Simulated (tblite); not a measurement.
# CH2B3F3O4: the cost of one run

Computed with tblite 0.8.0 and PySCF 2.14.0, with density-fitted response routines of our own, on a single molecule, in the gas phase or a continuum. Atoms are numbered from 0 throughout.

### 1 The molecule as given

13 atoms, charge 0, multiplicity 1; geometry from: force field or distance geometry start.

Bonds of the start (Å): F0–C1 1.41, C1–F2 1.34, C1–F3 1.40, C1–O4 1.39, O4–B5 1.49, B5–O6 1.47, O6–B7 1.44, B7–O8 1.45, O8–B9 1.45, B9–O10 1.46, O10–B5 1.45, B7–H11 1.20, B9–H12 1.18.

### 2 Optimising the geometry with GFN2-xTB

Job settings and geometry (Å):

```
{"job": {"kind": "relax", "xc": "GFN2-xTB", "basis": "xTB"}, "charge": 0, "multiplicity": 1}
F      3.293700     0.689500     1.241000
C      2.402800     0.318700     0.213500
F      2.401800     1.252000    -0.747300
F      2.857300    -0.894400    -0.313300
O      1.189500     0.054100     0.828100
B      0.161500    -0.359500    -0.168700
O     -0.778200    -1.336100     0.392700
B     -2.090800    -1.275500    -0.200000
O     -2.721100    -0.001700    -0.484900
B     -1.731300     1.023500    -0.777700
O     -0.348100     0.662700    -1.062000
H     -2.511600    -2.265300    -0.724600
H     -2.129700     2.132500    -0.898400
```

The run is started by

```console
OMP_NUM_THREADS=1 python probes_run.py task.json out
```

One launch serves the whole session: the jobs run in the order shown.

**Question.** How long does this first job take on 1 thread of Arm Neoverse N1, shared host, and how much memory does it need?

About 1.1 s, with a peak of 0.18 GiB.
